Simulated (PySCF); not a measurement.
**CuHF−, a complex of two parts: interaction energy**

The task here is to estimate one member of a computed series from the others.

Programs: PySCF 2.14.0. All values are calculated, for the isolated system unless a continuum is named. Atoms count from 0, parts from 1.

### Starting point

3 atoms, charge -1, multiplicity 1; geometry: GFN2-xTB. Parts: 1 = atoms 0–1, `[F][Cu]`, charge 0; 2 = atom 2, `[H-]`, charge -1.

The first run:

Job settings and geometry (Å):

```
{"job": {"xc": "PBE0", "basis": "def2-SVPD", "d3": "d3bj", "grid": 2, "kind": "geom", "shake": 0.01}, "charge": -1, "multiplicity": 1, "parts": [{"atoms": "0-1", "charge": 0, "multiplicity": 1}, {"atoms": "2-2", "charge": -1, "multiplicity": 1}]}
F      0.784110    -0.108165    -0.018811
Cu    -0.966351     0.226661     0.271586
H     -2.403783     0.488151     0.510613
```

Launch:

```
$ OMP_NUM_THREADS=1 python cluster_run.py task.json out
```

This one command runs all jobs of the session in turn.

Among the steps run: Relaxing the molecule at PBE0-D3(BJ)/def2-SVPD; Coupled-cluster interaction energy: CCSD(T) and MP2.

One table of the session follows, with a row left open; its other results are not shown here.

It belongs to the step «Coupled-cluster interaction energy: CCSD(T) and MP2». 

| method | interaction energy (kcal/mol) |
| --- | --- |
| HF/aug-cc-pVDZ | -74.32 |
| MP2/aug-cc-pVDZ | -103.17 |
| CCSD/aug-cc-pVDZ | -89.51 |
| CCSD(T)/aug-cc-pVDZ | -94.10 |
| HF/aug-cc-pVTZ | ? |
| MP2/aug-cc-pVTZ | -104.53 |
| SCS-MP2/aug-cc-pVTZ | -98.29 |
| MP2, extrapolated | -105.17 |
| CCSD(T), limit estimate | -96.10 |

**Question.** Estimate the row for HF/aug-cc-pVTZ.

As computed: interaction energy (kcal/mol): -74.18. In the column «interaction energy (kcal/mol)» it is the highest.

Limits of these values: At this geometry a test (T1, the size of the triples or of CCSD(T) less MP2, charge moved between the parts) flags the run, so its CCSD(T) estimate is not taken as a benchmark. The interaction energy leaves out the deformation of the parts, 2.20 kcal/mol (MP2); added to the CCSD(T) estimate it gives a binding of about -93.90 kcal/mol.
